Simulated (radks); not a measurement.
# Co in [Ar] 3d7.5 4s1.5: an all-electron calculation

The task here is to estimate one member of a computed series from the others.

Method: Dirac Kohn-Sham, exchange-only PBE, spin-unpolarised, spherical densities, point nucleus; open shells are shared between the two j in proportion to 2j + 1. Code: radks (a radial shooting solver on a logarithmic mesh, Libxc functionals) version 1.

## The system

```
element       : cobalt (Z = 27)
charge        : 0
electrons     : 27
configuration : [Ar] 3d7.5 4s1.5
```

The first run:

Settings of this run:

```text
Z 27
configuration [Ar] 3d7.5 4s1.5
relativity Dirac
functional pbe,
spin unpolarised
j_filling average
nucleus point
c 137.035999084
```

Started as:

```bash
> python run_ks.py task.json out
```

All runs below come from this command, one after another.

One of the session's tables, all rows but one given; the rest of the session is left out.

It belongs to the step «Orbitals and density». Sizes of the orbitals, from the radial functions (bohr):

| level | <r> | outermost maximum (interpolated) | 90 % within | nodes |
| --- | --- | --- | --- | --- |
| 1s1/2 | ? | ? | ? | ? |
| 2s1/2 | 0.2553 | 0.213 | 0.396 | 1 |
| 2p1/2 | 0.2228 | 0.170 | 0.365 | 0 |
| 2p3/2 | 0.2259 | 0.173 | 0.370 | 0 |
| 3s1/2 | 0.7754 | 0.669 | 1.16 | 2 |
| 3p1/2 | 0.8128 | 0.674 | 1.26 | 1 |
| 3p3/2 | 0.8229 | 0.681 | 1.27 | 1 |
| 3d3/2 | 1.127 | 0.670 | 2.03 | 0 |
| 3d5/2 | 1.137 | 0.673 | 2.05 | 0 |
| 4s1/2 | 3.079 | 2.39 | 4.82 | 3 |

Estimate the missing values for 1s1/2.

**Answer.** <r>: 0.05619; outermost maximum (interpolated): 0.0368; 90 % within: 0.100; nodes: 0. In the column «<r>» it is the lowest.
